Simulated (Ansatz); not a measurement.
# BGeH5O: energy of protonation at one site from a Python script

Wanted for BGeH5O: the energy of protonation at one site.

All numbers are computed with Ansatz 0.2.0, driven from Python. Level of theory: MP2/def2-SVP.

### 1 Starting point

Bond lengths: B1–Ge2 1.956 Å, Ge2–O3 1.785 Å, B1–H4 1.130 Å, B1–H5 1.229 Å, Ge2–H6 1.561 Å, Ge2–H7 1.572 Å, O3–H8 1.051 Å. Angles: B1–Ge2–O3 107.9°, B1–Ge2–H6 110.0°, B1–Ge2–H7 109.8°, O3–Ge2–H6 110.5°, O3–Ge2–H7 110.1°, H6–Ge2–H7 108.5°, Ge2–B1–H4 122.3°, Ge2–B1–H5 121.7°, H4–B1–H5 116.0°, Ge2–O3–H8 101.3°.

No structure file is read: the coordinates are typed or built in the script.

### 2 The code

File bgeh5o.py:

```python
"""Proton affinity of BGeH5O at one site."""

import ansatz
import numpy as np

geometry_ang = [
    ("B", [-1.079, 0.6417, -0.7738]),
    ("Ge", [0.4955, 0.0302, 0.2126]),
    ("O", [0.1994, -1.6519, 0.7325]),
    ("H", [-1.9819, -0.0174, -0.9369]),
    ("H", [-1.1484, 1.7765, -1.2399]),
    ("H", [0.7408, 0.9507, 1.4495]),
    ("H", [1.7621, 0.0938, -0.716]),
    ("H", [1.1037, -1.8806, 1.2161]),
]
geometry = ansatz.Crystal.molecule()
for symbol, xyz in geometry_ang:
    geometry = geometry.atom(symbol, xyz)

model = geometry.calculation()
model = model.basis(gaussian="def2-SVP")
model = model.correlation("mp2").accuracy("medium")
symbols = [site.symbol for site in geometry.cartesian_sites]
start = np.array([site.position_ang for site in geometry.cartesian_sites], dtype=float)
summary = model.relax(force_tolerance=0.01).run(threads=1).report
end = np.array(summary["positions_ang"])

# start the new hydrogen opposite the existing bonds
away = sum((end[2] - end[j]) / np.linalg.norm(end[2] - end[j]) for j in [1, 7]) + np.array([0.15, 0.1, -0.2])
proton = end[2] + 1.0 * away / np.linalg.norm(away)
acid = ansatz.Crystal.molecule()
for symbol, place in zip(symbols, end):
    acid = acid.atom(symbol, place.tolist())
acid = acid.atom("H", proton.tolist())
protonated = (
    acid.calculation()
    .basis(gaussian="def2-SVP")
    .correlation("mp2")
    .accuracy("medium")
    .charge(1)
    .relax(force_tolerance=0.01, max_steps=80)
)
after = protonated.run(threads=1).report
xyz = np.array(after["positions_ang"])
reach = np.linalg.norm(xyz[:-1] - xyz[-1], axis=1)
print(f"base {summary['free_energy_ev']:.5f} eV, protonated {after['free_energy_ev']:.5f} eV")
print(f"the proton ends {reach.min():.3f} A from {symbols[reach.argmin()]}{reach.argmin()}")
print(f"electronic proton affinity {(summary['free_energy_ev'] - after['free_energy_ev']):.3f} eV")
```

### 3 What the engine is handed

The engine receives this input (first run):

```yaml
crystal:
  periodic: [false, false, false]
  atoms:
    - { symbol: B, position_ang: [-1.079, 0.6417, -0.7738] }
    - { symbol: Ge, position_ang: [0.4955, 0.0302, 0.2126] }
    - { symbol: O, position_ang: [0.1994, -1.6519, 0.7325] }
    - { symbol: H, position_ang: [-1.9819, -0.0174, -0.9369] }
    - { symbol: H, position_ang: [-1.1484, 1.7765, -1.2399] }
    - { symbol: H, position_ang: [0.7408, 0.9507, 1.4495] }
    - { symbol: H, position_ang: [1.7621, 0.0938, -0.716] }
    - { symbol: H, position_ang: [1.1037, -1.8806, 1.2161] }
accuracy: medium
basis:
  gaussian:
    orbitals: def2-SVP
correlation:
  method: mp2
relax:
  f_tol: 0.01
```

### 4 Launch

Command:

```
$ python bgeh5o.py
```

Without the output at hand: what should come out? Wanted: electronic proton affinity; moves of the relaxation of run 1; energy gained in run 1; last largest force component of run 1; moves of the relaxation of run 2; energy gained in run 2; last largest force component of run 2.

As calculated:

```
                             quantity        value
           electronic proton affinity     9.102 eV
                        runs compared            2
     moves of the relaxation of run 1            6
               energy gained in run 1     0.391 eV
last largest force component of run 1  0.0054 eV/Å
     moves of the relaxation of run 2           13
               energy gained in run 2     0.814 eV
last largest force component of run 2  0.0085 eV/Å
```

**Reading.** Run 1: After 6 moves the largest shift is 0.115 Å, of atom 8 (H). Run 2: After 13 moves the largest shift is 0.364 Å, of atom 9 (H). The settings weren't tested for convergence. The proton is put on one chosen atom, which needn't be the most basic site, so the molecule's proton affinity can be higher; the ends are stationary points, not checked by frequencies, and zero-point and thermal terms count only where printed.
